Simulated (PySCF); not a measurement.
# methylboronic acid (CH₅BO₂): runs on many settings

Which settings matter for methylboronic acid (CH₅BO₂) (`CB(O)O`), and how do bad ones show?

Computed with PySCF 2.14.0, with density-fitted response routines of our own, on a single molecule in the gas phase. Atoms are numbered from 0 throughout.

### 1 The molecule as given

9 atoms, charge 0, multiplicity 1; geometry from: GFN2-xTB.

Bonds of the start (Å): C0–B1 1.61, B1–O2 1.35, B1–O3 1.35, C0–H4 1.09, C0–H5 1.09, C0–H6 1.09, O2–H7 0.96, O3–H8 0.96.

### 2 Shielding tensors: PBE0/pcSseg-1

The job: settings as JSON, then the geometry in Å.

```
{"job": {"kind": "nmr", "xc": "PBE0", "basis": "pcSseg-1"}, "charge": 0, "multiplicity": 1}
C      0.938664    -0.234305     0.075336
B     -0.613527     0.153884    -0.068340
O     -1.594276    -0.777283    -0.103734
O     -1.034875     1.437444    -0.141724
H      1.162691    -1.210853    -0.347700
H      1.221834    -0.269181     1.126302
H      1.592200     0.489593    -0.406095
H     -1.308224    -1.686981    -0.048164
H     -0.350925     2.103675    -0.111061
```

Level: GIAO PBE0/pcSseg-1 NMR shielding, non-relativistic, gas phase.

On the command line:

```bash
$ OMP_NUM_THREADS=1 python probes_run.py task.json out
```

The driver reads the jobs from task.json and runs them one after another.

Standard output:

```text
coarse grid: 7448 points
cycle   1  E = -216.0787172989  dE =  4.409e-01  |g| = 8.818e-01  |ddm| = 2.419e+00
cycle   2  E = -215.9613446947  dE =  1.174e-01  |g| = 1.212e+00  |ddm| = 1.259e+00
cycle   3  E = -216.2202209998  dE = -2.589e-01  |g| = 8.862e-02  |ddm| = 7.819e-01
cycle   4  E = -216.2218149188  dE = -1.594e-03  |g| = 2.838e-02  |ddm| = 7.406e-02
cycle   5  E = -216.2220074583  dE = -1.925e-04  |g| = 3.827e-03  |ddm| = 2.030e-02
cycle   6  E = -216.2220102198  dE = -2.762e-06  |g| = 8.902e-04  |ddm| = 2.996e-03
final grid: 71696 points
cycle   7  E = -216.2632342241  dE = -2.625e-05  |g| = 8.190e-03  |ddm| = 1.486e-02
cycle   8  E = -216.2632226905  dE =  1.153e-05  |g| = 1.140e-02  |ddm| = 1.105e-02
cycle   9  E = -216.2632474808  dE = -2.479e-05  |g| = 6.719e-04  |ddm| = 6.379e-03
cycle  10  E = -216.2632475692  dE = -8.840e-08  |g| = 1.194e-04  |ddm| = 4.883e-04
cycle  11  E = -216.2632475723  dE = -3.192e-09  |g| = 1.913e-05  |ddm| = 9.285e-05
cycle  12  E = -216.2632475724  dE = -5.753e-11  |g| = 1.201e-05  |ddm| = 1.986e-05
converged SCF energy = -216.2632475724

GIAO shielding tensors (ppm)
atom      isotropic    diamagn.    paramagn.     s11        s22        s33       span
  0 C      186.368     256.206     -69.837    173.937    186.938    198.229     24.292
  1 B       70.969     192.274    -121.305     53.955     64.966     93.985     40.030
  2 O      198.836     386.214    -187.378     70.007    258.912    267.588    197.581
  3 O      199.109     386.232    -187.123     70.269    258.895    268.164    197.895
  4 H       31.774      32.422      -0.648     27.675     29.797     37.851     10.176
  5 H       31.308      31.717      -0.409     28.198     28.397     37.329      9.131
  6 H       31.756      32.397      -0.641     27.674     29.772     37.821     10.148
  7 H       27.746      31.982      -4.236     22.507     25.276     35.455     12.947
  8 H       27.759      31.987      -4.228     22.518     25.299     35.458     12.940
```

Run time: 14 s. Hardware: 1 thread, shared host.

Shifts follow as δ = σ(reference) − σ, with reference shieldings (ppm) from runs at the same level and on the same kind of geometry: 1H TMS 31.72, 13C TMS 186.9, 17O H2O 336.1, 11B BF3·OEt2 100.1. The references are single molecules in the gas phase, so shifts against H2O, NH3, PH3, H3PO4 or CFCl3 are not on the usual liquid scales and can be off by tens of ppm. Atoms listed in one row are averaged.

```tsv
atoms	environment	σ (ppm)	δ (ppm)	δ scaled to CDCl3
C0	methyl carbon bonded to B	186.4	0.6	-1.4
H7, H8	hydrogen on an oxygen bonded to B	27.75	3.96	–
H4, H5, H6	hydrogen on a methyl carbon bonded to B	31.61	0.10	0.20
B1	boron bonded to C, 2 O	71.0	29.1	–
O2, O3	oxygen bonded to B, H	199.0	137.1	–
```

The scaled column applies a straight-line fit of computed shieldings to shifts measured in CDCl3 (root-mean-square error 0.16 ppm for H, 1.9 ppm for C).

The run also stored atomic charges by several schemes (e):

```tsv
atoms	Mulliken	IAO	Hirshfeld	ESP fit
C0	-0.60	-0.63	-0.21	-0.78
B1	0.54	0.52	0.25	0.80
O2, O3	-0.40	-0.54	-0.26	-0.68
```

Mayer bond orders: C0–B1 0.98, B1–O2 1.23, B1–O3 1.22.

### 3 Excited states and response: PBE0/def2-SVPD

Settings changed since step 2:

```diff
@@ -1,2 +1,2 @@
-{"job": {"kind": "nmr", "xc": "PBE0", "basis": "pcSseg-1"}, "charge": 0, "multiplicity": 1}
+{"job": {"kind": "uv", "xc": "PBE0", "basis": "def2-SVPD", "nstates": 6, "ntriplets": 2}, "charge": 0, "multiplicity": 1}
 C      0.938664    -0.234305     0.075336
```

Method: TDDFT PBE0/def2-SVPD, vertical, gas phase, core orbitals frozen in the response.

Standard output:

```text
coarse grid: 7448 points
cycle   1  E = -215.9649277522  dE =  4.061e-01  |g| = 8.362e-01  |ddm| = 3.578e+00
cycle   2  E = -215.8128843735  dE =  1.520e-01  |g| = 1.232e+00  |ddm| = 1.675e+00
cycle   3  E = -216.1011016451  dE = -2.882e-01  |g| = 9.180e-02  |ddm| = 9.520e-01
cycle   4  E = -216.1028586544  dE = -1.757e-03  |g| = 3.038e-02  |ddm| = 1.158e-01
cycle   5  E = -216.1030921504  dE = -2.335e-04  |g| = 2.981e-03  |ddm| = 3.284e-02
cycle   6  E = -216.1030937859  dE = -1.635e-06  |g| = 5.223e-04  |ddm| = 3.627e-03
final grid: 71696 points
cycle   7  E = -216.1437315348  dE = -2.550e-05  |g| = 7.616e-03  |ddm| = 4.610e-02
cycle   8  E = -216.1437201070  dE =  1.143e-05  |g| = 1.081e-02  |ddm| = 1.534e-02
cycle   9  E = -216.1437438403  dE = -2.373e-05  |g| = 7.322e-04  |ddm| = 8.899e-03
cycle  10  E = -216.1437439561  dE = -1.158e-07  |g| = 9.698e-05  |ddm| = 7.352e-04
cycle  11  E = -216.1437439582  dE = -2.139e-09  |g| = 2.048e-05  |ddm| = 1.203e-04
cycle  12  E = -216.1437439583  dE = -7.930e-11  |g| = 1.106e-05  |ddm| = 3.131e-05
converged SCF energy = -216.1437439583

Static polarisability (au): isotropic 35.727, principal 29.712 38.121 39.348

Singlet excitations
state   eV       nm        f      main configurations
  1   7.6197    162.7   0.04394   H->L 0.99
  2   7.9292    156.4   0.00000   H-1->L 0.97
  3   8.4618    146.5   0.00443   H->L+2 0.95
  4   8.6664    143.1   0.00007   H->L+1 0.86, H-2->L 0.12
  5   8.8635    139.9   0.03397   H-1->L+1 0.73, H-3->L 0.24
  6   9.1581    135.4   0.01518   H-2->L 0.86, H->L+1 0.13

Triplet excitations (Tamm-Dancoff, eV): 7.4255 7.7180
```

Wall time 16 s (1 thread, shared host).

Frontier orbitals and where they lie:

```tsv
orbital	eV	atoms
HOMO−3	-10.55	O2 24 %, O3 24 %, C0 21 %
HOMO−2	-10.38	O3 26 %, O2 26 %, C0 21 %
HOMO−1	-9.27	O3 43 %, O2 43 %, B1 8 %
HOMO	-8.88	C0 28 %, O3 21 %, O2 21 %
LUMO	-0.04	B1 46 %, C0 10 %, O2 9 %
LUMO+1	1.12	O3 29 %, O2 29 %, H8 14 %
LUMO+2	1.43	B1 34 %, C0 18 %, O2 16 %
```

With each of the 6 states as a Gaussian band of 0.4 eV half-width at 1/e, the curve within the window shown has maxima at 163 nm (ε 1,800), 139 nm (ε 1,800) L/(mol cm). Beyond the last state computed it falls off for lack of states. The curve at chosen wavelengths:

(nm, ε (L/mol/cm)): (131, 502), (133, 911), (135, 1362), (136, 1559), (138, 1804), (140, 1786), (142, 1533), (144, 1161), (145, 972), (147, 655), (149, 463), (151, 422), (153, 539), (154, 653), (156, 965), (158, 1322), (160, 1621), (162, 1773), (163, 1778), (165, 1651), (167, 1388), (169, 1063), (171, 746), (172, 606), (174, 378), (176, 219)

Further results of this job:

```tsv
property	computed
dipole moment (D)	2.54
polarisability (Å³)	5.29
HOMO–LUMO gap (eV)	8.84
−ε(HOMO) (eV)	8.88
```

### 4 J couplings: PBE0/cc-pVTZ

Settings changed since step 3:

```diff
@@ -1,2 +1,2 @@
-{"job": {"kind": "uv", "xc": "PBE0", "basis": "def2-SVPD", "nstates": 6, "ntriplets": 2}, "charge": 0, "multiplicity": 1}
+{"job": {"kind": "j", "xc": "PBE0", "basis": "cc-pVTZ", "scf": {"max_cycle": 75}}, "charge": 0, "multiplicity": 2}
 C      0.938664    -0.234305     0.075336
```

Level: PBE0/cc-pVTZ.

Standard output:

```text
RuntimeError: Electron number 32 and spin 1 are not consistent
Note mol.spin = 2S = Nalpha - Nbeta, not 2S+1
```

Run time: 0.1 s. Hardware: 1 thread, shared host.

Diagnosis: Charge and multiplicity don't fit the number of electrons: an even count needs an odd multiplicity, and the reverse. The remedy is to mend the charge or the multiplicity.

### 5 NMR shieldings: X3LYP/pcSseg-1

Settings changed since step 4:

```diff
@@ -1,2 +1,2 @@
-{"job": {"kind": "j", "xc": "PBE0", "basis": "cc-pVTZ", "scf": {"max_cycle": 75}}, "charge": 0, "multiplicity": 2}
+{"job": {"kind": "nmr", "xc": "X3LYP", "basis": "pcSseg-1", "pop": false, "scf": {"level_shift": 0.2}}, "charge": 0, "multiplicity": 1}
 C      0.938664    -0.234305     0.075336
```

With the program's defaults for keys left out, this is: GIAO X3LYP/pcSseg-1 NMR shielding, non-relativistic, gas phase.

Standard output:

```text
final grid: 71696 points
cycle   1  E = -216.2730923449  dE =  4.395e-01  |g| = 9.102e-01  |ddm| = 2.355e+00
cycle   2  E = -216.2792444389  dE = -6.152e-03  |g| = 9.693e-01  |ddm| = 9.551e-01
cycle   3  E = -216.4237837234  dE = -1.445e-01  |g| = 1.514e-01  |ddm| = 3.635e-01
cycle   4  E = -216.4282421337  dE = -4.458e-03  |g| = 2.441e-02  |ddm| = 1.020e-01
cycle   5  E = -216.4283906307  dE = -1.485e-04  |g| = 6.011e-03  |ddm| = 2.713e-02
cycle   6  E = -216.4283983746  dE = -7.744e-06  |g| = 2.090e-03  |ddm| = 6.295e-03
cycle   7  E = -216.4283992812  dE = -9.067e-07  |g| = 2.970e-04  |ddm| = 1.743e-03
cycle   8  E = -216.4283993211  dE = -3.990e-08  |g| = 8.473e-05  |ddm| = 4.942e-04
cycle   9  E = -216.4283993254  dE = -4.323e-09  |g| = 2.328e-05  |ddm| = 1.680e-04
cycle  10  E = -216.4283993259  dE = -4.857e-10  |g| = 1.205e-05  |ddm| = 6.000e-05
level shift removed, Fock matrix diagonalised once more
converged SCF energy = -216.4283993259

GIAO shielding tensors (ppm)
atom      isotropic    diamagn.    paramagn.     s11        s22        s33       span
  0 C      182.010     254.512     -72.502    168.386    183.297    194.348     25.963
  1 B       67.869     191.896    -124.027     50.933     61.823     90.852     39.919
  2 O      197.080     386.619    -189.539     69.077    257.612    264.551    195.474
  3 O      197.367     386.637    -189.270     69.339    257.744    265.017    195.678
  4 H       31.891      32.420      -0.529     27.938     30.013     37.724      9.787
  5 H       31.400      31.719      -0.320     28.456     28.610     37.133      8.678
  6 H       31.871      32.395      -0.524     27.934     29.988     37.692      9.758
  7 H       27.894      32.163      -4.270     22.755     25.441     35.486     12.731
  8 H       27.907      32.167      -4.260     22.766     25.466     35.489     12.723
```

Run time: 11 s. Hardware: 1 thread, shared host.

Key values: δ C0 0.2, B1 29.6, O2 139.5, H7 3.91, H4 0.09 ppm (means over like atoms).

### 6 Ultraviolet spectrum: PBE0/def2-SVPD

Settings changed since step 5:

```diff
@@ -1,2 +1,2 @@
-{"job": {"kind": "nmr", "xc": "X3LYP", "basis": "pcSseg-1", "pop": false, "scf": {"level_shift": 0.2}}, "charge": 0, "multiplicity": 1}
+{"job": {"kind": "uv", "xc": "PBE0", "basis": "def2-SVPD", "nstates": 25, "ntriplets": 5, "tda": true, "scf": {"level_shift": 0.1, "guess": "sap"}}, "charge": 0, "multiplicity": 1}
 C      0.938664    -0.234305     0.075336
```

With the program's defaults for keys left out, this is: TDA PBE0/def2-SVPD, vertical, gas phase, core orbitals frozen in the response.

Standard output:

```text
final grid: 71696 points
cycle   1  E = -215.2944738159  dE = -2.407e-01  |g| = 1.784e+00  |ddm| = 7.679e+00
cycle   2  E = -215.5425921383  dE = -2.481e-01  |g| = 1.655e+00  |ddm| = 7.277e+00
cycle   3  E = -216.1259834845  dE = -5.834e-01  |g| = 2.460e-01  |ddm| = 2.227e+00
cycle   4  E = -216.1425603553  dE = -1.658e-02  |g| = 7.591e-02  |ddm| = 3.745e-01
cycle   5  E = -216.1436812522  dE = -1.121e-03  |g| = 1.714e-02  |ddm| = 9.897e-02
cycle   6  E = -216.1437309917  dE = -4.974e-05  |g| = 7.238e-03  |ddm| = 2.675e-02
cycle   7  E = -216.1437436347  dE = -1.264e-05  |g| = 9.906e-04  |ddm| = 1.004e-02
cycle   8  E = -216.1437439440  dE = -3.093e-07  |g| = 1.676e-04  |ddm| = 2.839e-03
cycle   9  E = -216.1437439575  dE = -1.349e-08  |g| = 3.234e-05  |ddm| = 8.483e-04
cycle  10  E = -216.1437439582  dE = -7.488e-10  |g| = 9.623e-06  |ddm| = 2.370e-04
level shift removed, Fock matrix diagonalised once more
converged SCF energy = -216.1437439582

Static polarisability (au): isotropic 35.727, principal 29.712 38.121 39.348

Singlet excitations
state   eV       nm        f      main configurations
  1   7.6286    162.5   0.04528   H->L 0.99
  2   7.9349    156.3   0.00000   H-1->L 0.97
  3   8.4932    146.0   0.00507   H->L+2 0.94
  4   8.6729    143.0   0.00002   H->L+1 0.86, H-2->L 0.12
  5   8.8743    139.7   0.03643   H-1->L+1 0.73, H-3->L 0.24
  6   9.1617    135.3   0.01576   H-2->L 0.87, H->L+1 0.12
  7   9.4145    131.7   0.00749   H-3->L 0.72, H-1->L+1 0.23
  8   9.4491    131.2   0.01976   H->L+3 0.84
  9   9.6597    128.4   0.11043   H-1->L+2 0.82
 10   9.8618    125.7   0.00792   H->L+4 0.89
 11   9.9150    125.0   0.01052   H-1->L+3 0.77, H-2->L+2 0.11
 12  10.0483    123.4   0.00485   H-2->L+2 0.63, H->L+5 0.22
 13  10.0498    123.4   0.00550   H->L+5 0.63, H-2->L+2 0.21
 14  10.2017    121.5   0.01538   H-1->L+4 0.42, H-1->L+5 0.32, H-3->L+1 0.12
 15  10.2917    120.5   0.02672   H-2->L+1 0.75, H->L+5 0.12
 16  10.4444    118.7   0.01465   H->L+6 0.29, H-1->L+5 0.29, H-1->L+4 0.26
 17  10.4937    118.2   0.00303   H->L+6 0.33, H-5->L 0.22, H-1->L+4 0.17
 18  10.5255    117.8   0.00469   H-3->L+1 0.57, H-1->L+5 0.28, H->L+6 0.09
 19  10.5906    117.1   0.13003   H-4->L 0.92
 20  10.6735    116.2   0.24095   H-5->L 0.59, H->L+6 0.19
 21  10.7788    115.0   0.23263   H-3->L+2 0.83
 22  11.0068    112.6   0.00406   H-2->L+3 0.69, H-5->L 0.10
 23  11.0096    112.6   0.12644   H->L+7 0.88
 24  11.0568    112.1   0.02824   H-1->L+6 0.56, H-3->L+3 0.37
 25  11.0837    111.9   0.00251   H-6->L 0.84

Triplet excitations (Tamm-Dancoff, eV): 7.4255 7.7180 7.8339 8.1514 8.4495
```

Run time: 20 s. Hardware: 1 thread, shared host.

This run: HOMO -8.88 eV, LUMO -0.04 eV; lowest singlet 7.63 eV.

### 7 Comparing the runs: NMR shifts

Shifts (ppm), means over like atoms, with basis size and wall time:

```tsv
run	C0	H7	H4	B1	O2	functions	time
PBE0/pcSseg-1	0.6	3.96	0.10	29.1	137.1	93	14 s
X3LYP/pcSseg-1	0.2	3.91	0.09	29.6	139.5	93	11 s
```

### 8 Results

| quantity | value |
| --- | --- |
| 13C shifts against TMS (PBE0/pcSseg-1) | 0.6 ppm |
| 1H shifts against TMS (PBE0/pcSseg-1, means over atoms taken as alike) | 3.96, 0.10 ppm |
| 11B shifts against BF3·OEt2 (PBE0/pcSseg-1) | 29.1 ppm |
| 17O shifts against H2O (PBE0/pcSseg-1, means over atoms taken as alike) | 137.1 ppm |
| lowest singlet (PBE0/def2-SVPD) | 7.62 eV (163 nm), f = 0.044 |
| lowest triplet | 7.43 eV |
| range of the shift of O2 | 137.1 to 139.5 ppm |
| property runs in this session | 5, of which 1 failed and 0 gave unsound results |

In words: Single values in the summary come from the first run of each kind that ended normally (PBE0/pcSseg-1; PBE0/def2-SVPD), which need not be the best level. At PBE0/pcSseg-1: The widest tensor belongs to O2, O3: span 198 ppm, with a paramagnetic part of -187 ppm. The lowest singlet, at 7.62 eV, is HOMO→LUMO 0.99 and is weak. The lowest triplet lies 0.19 eV below the lowest singlet (triplets in Tamm-Dancoff, singlets in full TDDFT). Across the 2 runs the shift of O2 (with its like atoms) moves most, between 137.1 (PBE0/pcSseg-1) and 139.5 ppm (X3LYP/pcSseg-1).
